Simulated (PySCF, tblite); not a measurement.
# C₆H₁₀B radical: geometry, infrared bands and EPR parameters

Aim: predict the infrared bands and EPR parameters of C₆H₁₀B radical (`B[C@@H]1C[C@@H]1[C@H]1[CH]C1`).

The runs use tblite 0.8.0 and PySCF 2.14.0, with density-fitted response routines of our own; the level of theory stands in each step. All values are computed, except where a source is named. Atoms are numbered from 0 throughout.

### Step 1. Starting geometry

17 atoms, charge 0, multiplicity 2; geometry from: force field or distance geometry start.

Bonds of the start (Å): B0–C1 1.59, C1–C2 1.49, C2–C3 1.53, C3–C4 1.49, C4–C5 1.54, C5–C6 1.52, C3–C1 1.48, C6–C4 1.49, B0–H7 1.20, B0–H8 1.20, C1–H9 1.12, C2–H10 1.10, C2–H11 1.12, C3–H12 1.11, C4–H13 1.11, C5–H14 1.11, C6–H15 1.14, C6–H16 1.10.

### Step 2. Geometry optimisation with GFN2-xTB

What the job is given:

```
{"job": {"kind": "relax", "xc": "GFN2-xTB", "basis": "xTB"}, "charge": 0, "multiplicity": 2}
B     -1.673900    -0.550300     1.517800
C     -1.534900     0.048000     0.046700
C     -1.051300    -0.852500    -1.044100
C     -0.210400     0.331600    -0.554200
C      1.098300    -0.129800    -0.023300
C      2.259000     0.347400    -0.912600
C      2.146300     0.761800     0.540900
H     -2.512300    -1.396000     1.645100
H     -1.712300     0.286700     2.381000
H     -2.398800     0.708600    -0.216600
H     -1.444300    -0.781000    -2.066200
H     -0.758500    -1.864100    -0.668500
H     -0.185600     1.167000    -1.281100
H      1.147700    -1.197200     0.263300
H      2.001900     1.126700    -1.667300
H      2.854000     0.190600     1.224900
H      1.968200     1.814500     0.804100
```

Launch:

```sh
$ OMP_NUM_THREADS=1 python probes_run.py task.json out
```

The driver reads the jobs from task.json and runs them one after another.

Log:

```text
step      E/eV     max force
  0    -516.45333    2.705
  1    -516.83593    2.066
  2    -517.07601    1.068
  3    -517.14147    0.709
  4    -517.23275    0.549
  5    -517.25976    0.419
  6    -517.27921    0.395
  7    -517.29483    0.371
  8    -517.31255    0.364
  9    -517.32907    0.323
 10    -517.34280    0.302
 11    -517.35274    0.242
 12    -517.36109    0.264
 13    -517.36987    0.265
 14    -517.37922    0.241
 15    -517.39019    0.270
 16    -517.40378    0.307
 17    -517.41904    0.391
 18    -517.43301    0.375
 19    -517.44413    0.263
 20    -517.45291    0.224
 21    -517.46084    0.232
 22    -517.46813    0.222
 23    -517.47372    0.158
 24    -517.47827    0.147
 25    -517.48369    0.201
 26    -517.49114    0.244
 27    -517.49987    0.256
 28    -517.50747    0.204
 29    -517.51344    0.223
 30    -517.51897    0.215
 31    -517.52618    0.230
 32    -517.53770    0.244
 33    -517.54552    0.187
 34    -517.55083    0.205
 35    -517.55682    0.220
 36    -517.56486    0.285
 37    -517.57391    0.295
 38    -517.58070    0.253
 39    -517.58691    0.224
 40    -517.59154    0.172
 41    -517.59955    0.170
 42    -517.60507    0.164
 43    -517.60866    0.148
 44    -517.61126    0.148
 45    -517.61409    0.140
 46    -517.61732    0.137
 47    -517.62003    0.132
 48    -517.62245    0.127
 49    -517.62505    0.129
 50    -517.62839    0.156
 51    -517.63107    0.156
 52    -517.63360    0.143
 53    -517.63630    0.135
 54    -517.63983    0.161
 55    -517.64350    0.238
 56    -517.64748    0.181
 57    -517.65139    0.163
 58    -517.65653    0.148
 59    -517.65927    0.135
 60    -517.66209    0.144
 61    -517.66372    0.097
 62    -517.66529    0.131
 63    -517.66636    0.112
 64    -517.66731    0.078
 65    -517.66806    0.064
 66    -517.66871    0.065
 67    -517.66972    0.076
 68    -517.67061    0.064
 69    -517.67127    0.063
 70    -517.67188    0.064
 71    -517.67255    0.086
 72    -517.67316    0.068
 73    -517.67354    0.041
 74    -517.67377    0.033
 75    -517.67395    0.043
 76    -517.67420    0.054
 77    -517.67459    0.051
 78    -517.67505    0.058
 79    -517.67540    0.041
 80    -517.67568    0.031
 81    -517.67589    0.029
 82    -517.67603    0.023
 83    -517.67611    0.019
 84    -517.67616    0.019
 85    -517.67621    0.018
 86    -517.67627    0.016
 87    -517.67633    0.015
 88    -517.67637    0.012
 89    -517.67641    0.012
 90    -517.67643    0.012
 91    -517.67644    0.009
```

Wall time 0.51 s (1 thread of Arm Neoverse V1, shared host).

Step by step: (not every step is listed)

```
step  energy from step 0 (eV)  largest force (eV/Å)
   0                   0.0000                2.7046
   1                  -0.3826                2.0663
   2                  -0.6227                1.0677
   3                  -0.6881                0.7092
   4                  -0.7794                0.5493
   5                  -0.8064                0.4192
   6                  -0.8259                0.3955
   7                  -0.8415                0.3707
   8                  -0.8592                0.3640
  15                  -0.9369                0.2697
  22                  -1.0148                0.2220
  29                  -1.0601                0.2231
  36                  -1.1115                0.2850
  43                  -1.1553                0.1478
  50                  -1.1751                0.1560
  57                  -1.1981                0.1631
  64                  -1.2140                0.0780
  71                  -1.2192                0.0862
  78                  -1.2217                0.0583
  85                  -1.2229                0.0184
  86                  -1.2229                0.0162
  87                  -1.2230                0.0148
  88                  -1.2230                0.0124
  89                  -1.2231                0.0117
  90                  -1.2231                0.0124
  91                  -1.2231                0.0090
```

Close pairs (by a distance rule), those that changed most:

```
  bond  before (Å)  after (Å)  change (Å)
 C4–C5       1.538      1.464      -0.074
 B0–C1       1.594      1.535      -0.059
 C1–C3       1.482      1.540      +0.058
C6–H15       1.138      1.081      -0.057
 C5–C6       1.516      1.461      -0.055
 C2–C3       1.533      1.480      -0.053
C5–H14       1.115      1.070      -0.044
 C4–C6       1.487      1.529      +0.042
```

The next job starts from the end point, and lists it.

### Step 3. Vibrational analysis with GFN2-xTB

What the job is given:

```
{"job": {"kind": "ir", "xc": "GFN2-xTB", "basis": "xTB"}, "charge": 0, "multiplicity": 2}
B     -1.608002    -0.461103     1.503919
C     -1.537638     0.133588     0.090480
C     -1.260836    -0.748975    -1.121103
C     -0.226414     0.226335    -0.711202
C      1.068840    -0.219781    -0.119179
C      2.332379     0.203119    -0.724899
C      1.996158     0.778267     0.575246
H     -0.987144    -1.409608     1.792400
H     -2.307095     0.029916     2.303553
H     -2.199149     0.966947    -0.128611
H     -1.836253    -0.564823    -2.016484
H     -1.071774    -1.794797    -0.931570
H     -0.131607     1.127983    -1.307964
H      1.023671    -1.200047     0.339874
H      2.516250     0.695003    -1.657700
H      2.501949     0.423787     1.462850
H      1.719667     1.826222     0.640480
```

Log:

```text
mode    cm-1     km/mol
  1      45.5      0.87
  2     152.9      0.69
  3     195.8      0.85
  4     224.3      1.72
  5     290.5      0.14
  6     329.1      1.89
  7     394.8      0.26
  8     469.5      9.41
  9     637.8     55.50
 10     790.2      1.09
 11     793.4      1.75
 12     819.1    102.90
 13     855.0      1.85
 14     857.4     36.45
 15     886.9      8.61
 16     912.0     23.29
 17     929.2     10.48
 18     966.5      2.86
 19    1011.2     12.02
 20    1019.5     57.26
 21    1029.3      6.24
 22    1057.6      4.67
 23    1060.6      0.64
 24    1080.9     14.15
 25    1104.3      0.58
 26    1113.4      0.72
 27    1178.9      2.59
 28    1211.8     69.67
 29    1231.5      7.68
 30    1256.7      4.25
 31    1324.8     14.20
 32    1363.0     37.45
 33    1411.2      3.31
 34    1455.5      1.66
 35    1470.9      5.88
 36    2635.6    123.45
 37    2662.9    147.30
 38    2998.6     23.20
 39    3013.1     21.98
 40    3022.3     32.64
 41    3032.3     51.71
 42    3053.5     20.62
 43    3080.8     32.06
 44    3097.7     38.04
 45    3138.9     52.62
```

Wall time 0.46 s (1 thread of Arm Neoverse V1, shared host).

The strongest bands and the atoms that carry them (share of the mass-weighted mode):

```
cm⁻¹  km/mol                        atoms
 638    55.5  H14 62 %, H15 11 %, C5 11 %
 819   102.9    H7 31 %, H8 25 %, B0 22 %
1020    57.3    C1 27 %, C3 20 %, C2 12 %
1212    69.7    H8 32 %, H7 25 %, B0 18 %
2636   123.5             H7 51 %, H8 45 %
2663   147.3    H8 48 %, H7 41 %, B0 11 %
3032    51.7           H13 73 %, H12 12 %
3139    52.6                     H14 92 %
```

### Step 4. EPR parameters: B3LYP/pcH-1

Same as in step 3 but for these lines:

```diff
@@ -1,2 +1,2 @@
-{"job": {"kind": "ir", "xc": "GFN2-xTB", "basis": "xTB"}, "charge": 0, "multiplicity": 2}
+{"job": {"kind": "epr", "basis": "pcH-1"}, "charge": 0, "multiplicity": 2}
 B     -1.608002    -0.461103     1.503919
```

Level: UKS B3LYP, pcH-1 on B C H, non-relativistic, mean-field spin-orbit, GIAO.

Log:

```text
UKS, coarse grid
  cycle   1  E = -259.32594839  |g| = 2.83e-01
  cycle   2  E = -259.32285767  |g| = 3.09e-01
  cycle   3  E = -259.37316017  |g| = 4.38e-02
  cycle   4  E = -259.37390623  |g| = 2.37e-02
  cycle   5  E = -259.37419940  |g| = 7.24e-03
  cycle   6  E = -259.37422965  |g| = 2.28e-03
  cycle   7  E = -259.37423328  |g| = 9.79e-04
UKS, final grid
  cycle   1  E = -259.37419777  |g| = 1.25e-03
  cycle   2  E = -259.37419688  |g| = 1.87e-03
  cycle   3  E = -259.37419858  |g| = 1.08e-04
  cycle   4  E = -259.37419858  |g| = 5.91e-05
  cycle   5  E = -259.37419859  |g| = 3.16e-05
  cycle   6  E = -259.37419859  |g| = 4.34e-06
E = -259.37419859 Eh   <S^2> = 0.7530 (exact 0.7500)
g shifts (ppm)      1          2          3
  rmc          -145       -145       -145
  gc             24         -4          1
  oz_so         -23        607        890
  total        -144        458        747
hyperfine (MHz)  atom isotope    a_iso     a_fc   dipolar eigenvalues
    0   11B      -0.25      -0.25     -0.52     -0.11      0.62
    1   13C       6.60       6.60     -1.82     -1.70      3.52
    2   13C      -0.71      -0.71     -0.44     -0.34      0.78
    3   13C      30.20      30.20     -2.56     -1.85      4.41
    4   13C     -16.61     -16.61     -4.93     -0.58      5.51
    5   13C     288.65     288.65    -74.54    -70.85    145.39
    6   13C     -21.11     -21.11     -5.75     -0.77      6.52
    7    1H       0.28       0.28     -1.11     -0.59      1.69
    8    1H       0.40       0.40     -0.63     -0.51      1.14
    9    1H       0.49       0.49     -1.41     -0.40      1.81
   10    1H       0.09       0.09     -0.89     -0.69      1.58
   11    1H       0.58       0.58     -1.27     -1.07      2.34
   12    1H      -1.49      -1.49     -3.74     -2.37      6.11
   13    1H      74.68      74.68     -6.49     -3.86     10.35
   14    1H     -13.19     -13.19    -33.30     -3.87     37.17
   15    1H      88.21      88.21     -6.54     -3.98     10.53
   16    1H      52.24      52.24     -5.75     -1.93      7.68
```

Wall time 63 s (1 thread of Arm Neoverse V1, shared host); peak memory 1.1 GiB.

Principal g values 2.00218, 2.00278, 2.00307; g(iso) = 2.00267, against 2.00232 for a free electron.

Mean a(iso) over the nuclei that a row names, and the largest dipolar term of the row (other rows stand at the frozen geometry):

```
nuclei  isotope  a(iso) (MHz)  a(iso) (G, at g = 2.0023)  largest dipolar term (MHz)
    C5      13C         288.6                      103.0                       145.4
   H15       1H          88.2                       31.5                        10.5
   H13       1H          74.7                       26.6                        10.3
   H16       1H          52.2                       18.6                         7.7
    C3      13C          30.2                       10.8                         4.4
    C6      13C         -21.1                       -7.5                         6.5
    C4      13C         -16.6                       -5.9                         5.5
   H14       1H         -13.2                       -4.7                        37.2
    C1      13C           6.6                        2.4                         3.5
   H12       1H          -1.5                       -0.5                         6.1
    C2      13C          -0.7                       -0.3                         0.8
   H11       1H           0.6                        0.2                         2.3
    H9       1H           0.5                        0.2                         1.8
H7, H8       1H           0.3                        0.1                         1.7
```

Mulliken spin populations:

B0 0.00; C1 0.02; C2 0.00; C3 0.01; C4 -0.03; C5 0.96; C6 -0.03; H7 0.00; H8 0.00; H9 0.00; H10 0.00; H11 0.00; H12 0.00; H13 0.03; H14 -0.02; H15 0.04; H16 0.02

In first order the couplings over 0.8 MHz of 1H give 32 distinct lines over 82.0 G, if the averaged nuclei exchange fast; the same motion can average rows kept apart here too.

The fields below are evaluated on a grid from the run's orbitals.

ELF in a plane through or near 7 of the atoms.

Ten even steps from '0' (0.00) to '9' (1.00):
```
0000000000000000000000000000
0000000000000000000000000000
0000000000000000000000000000
0000000000000000000111000000
0000036985100000122466510000
0000179998400001444677630000
0000179999610002542476520000
0000047997642001416022100000
0000125635885101575420000000
0000257876725421477741000000
0000256227627853467631000000
0000268227768647578631000000
0000599984213689224520000000
0000699982001467689840000000
0000278840000113899982000000
0000012200000001799982000000
0000000000000000278720000000
0000000000000000001000000000
0000000000000000000000000000
0000000000000000000000000000
```
The map spans 10.7 Å across and 9.6 Å up, centred on the molecule. Atoms in the plane (x, y in Å): B0 (1.8, 1.3), C2 (1.3, -1.3), C4 (-1.0, 0.0), C5 (-2.4, -0.5), H10 (1.7, -2.2), H14 (-2.8, -1.4), H15 (-2.4, 1.7).

On the surface of density 0.002 e/bohr³ the electrostatic potential runs, from the 1st to the 99th percentile, from -0.63 V near C5 to 0.96 V near B0.

The spin density lies nearest to C5 71 %; H14 9 %.

### Step 5. What came out

| quantity | value |
| --- | --- |
| strongest single infrared mode (GFN2-xTB) | 2663 cm⁻¹, 147 km/mol |
| zero-point energy (GFN2-xTB) | 86.7 kcal/mol |
| g(iso) (B3LYP) | 2.00267 |
| ⟨S²⟩ | 0.753 (exact 0.75) |
| largest a(iso) (averaged by class) | 13C on C5, 288.6 MHz |
| potential on the surface of density 0.002 e/bohr³, 1st and 99th percentile | -0.63 V and 0.96 V |

In words: Over 91 steps the energy fell by 1.223 eV; of the close pairs, C4–C5 changed most, 1.538 to 1.464 Å. All 45 modes are real, so the xTB geometry is a minimum. The strongest single mode, at 2663 cm⁻¹, moves mainly H8 and H7. Unscaled tight-binding wavenumbers are off by several per cent, some by more. Its intensities can rank the bands wrongly. C5 carries the largest spin population, 0.96 e. The isotropic g lies 0.4 ppt above the free-electron value. These values are for one conformer; the search (at its own cheap level) found 2 more, at 1.05, 1.54 kcal/mol, and measured spectra average over such forms.
